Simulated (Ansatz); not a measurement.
# Zn: further runs on the relaxed cell

The task here is to estimate one member of a computed series from the others.

The COD entry's cell or inner coordinates are ideal or old and differ from later refinements, so a difference from it is no clean test against experiment.

Program: Ansatz 0.2.0. Level of theory: DFT PBEsol, scalar-relativistic, plane waves, PAW. These are calculated values, not measurements.

1 further run of the same task is left out (set aside as unsound or not needed).

## The structure to begin with

It takes space group P6_3/mmc (No. 194, hexagonal). The conventional cell has a = 2.593 Å, b = 2.593 Å, c = 4.895 Å, α = 90.00°, β = 90.00°, γ = 120.00°. Around Zn (site symmetry -6m2) lie 12 Zn at 2.59 to 2.87 Å.

Structure file:

```cif
data_structure
_symmetry_space_group_name_H-M 'P6_3/mmc'
_symmetry_Int_Tables_number 194
_cell_length_a 2.5927
_cell_length_b 2.5927
_cell_length_c 4.8951
_cell_angle_alpha 90.000
_cell_angle_beta 90.000
_cell_angle_gamma 120.000
_cell_volume 28.50
loop_
_atom_site_label
_atom_site_type_symbol
_atom_site_symmetry_multiplicity
_atom_site_Wyckoff_symbol
_atom_site_fract_x
_atom_site_fract_y
_atom_site_fract_z
_atom_site_occupancy
Zn1 Zn 2 c 0.33333 0.66667 0.25000 1
```

This cell was relaxed beforehand with the same method: volume 14.25 Å³/atom, gap on the mesh none (metal).

Set-up of the first run:

Contents of input.yaml:

```yaml
crystal:
  lattice:
    - [2.5926809071, 0.0, 0.0]
    - [-1.2963404535, 2.2453275294, 0.0]
    - [0.0, 0.0, 4.8950663232]
  atoms:
    - { symbol: Zn, position: [0.3333333333, 0.6666666667, 0.25] }
    - { symbol: Zn, position: [0.6666666667, 0.3333333333, 0.75] }
basis:
  ecutwfc: 420
kpoints:
  mp_grid: { grid: [18, 18, 8] }
  band_path:
    path:
      - [[0.0, 0.0, 0.0], [0.5, 0.0, 0.0], [0.33333333, 0.33333333, 0.0], [0.0, 0.0, 0.0], [0.0, 0.0, 0.5], [0.5, 0.0, 0.5], [0.33333333, 0.33333333, 0.5], [0.0, 0.0, 0.5]]
      - [[0.5, 0.0, 0.5], [0.5, 0.0, 0.0]]
      - [[0.33333333, 0.33333333, 0.5], [0.33333333, 0.33333333, 0.0]]
    npoints: 14
hamiltonian:
  xc: pbesol
scf:
  occupations: { method: gaussian, width: 0.1 }
  n_extra_bands: 6
output:
  forces: true
  stress: true
  eigenvalues: true
  populations: true
  dos: { projected: true, de: 0.02, nscf_kmesh: { grid: [27, 27, 12] } }
  bader: true
  write_density: true
  write_potential: true
  elf: true
  volumetric_format: npy
```

Launch:

```
$ ansatz run input.yaml --threads 1 --pin off --max-ram 2560MiB --backend cpu --events-out ev --progress --plain --runs-dir out
```

Steps of the session up to this table: Static run: bands, density of states and charges; Point at V/V0 = 0.97; Volume × 1.03; Volume × 0.94; Point at V/V0 = 1.06.

One of the session's tables, all rows but one given; the rest of the session is left out.

It belongs to the step «Fit of the equation of state». 

```
volume (Å³/atom)  energy above the lowest point (meV/atom)  pressure (GPa)
          13.393                                      13.0            5.61
          13.821                                       2.8            2.30
          14.248                                       0.0            0.00
          14.676                                         ?               ?
          15.103                                      10.1           -3.75
```

Estimate the missing values for volume (Å³/atom) = 14.676.

Worked estimate for «energy above the lowest point (meV/atom)». A straight line through the neighbours (14.248, 0.0) and (15.103, 10.1) gives 0.0 + (10.1 − 0.0) × (14.676 − 14.248) / (15.103 − 14.248) = 5.1; a parabola fitted to 3 rows on both sides gives 2.4.

The run gave: energy above the lowest point (meV/atom): 2.5; pressure (GPa): -1.96. In «energy above the lowest point (meV/atom)» the line misses by +2.6 and the parabola by -0.1.
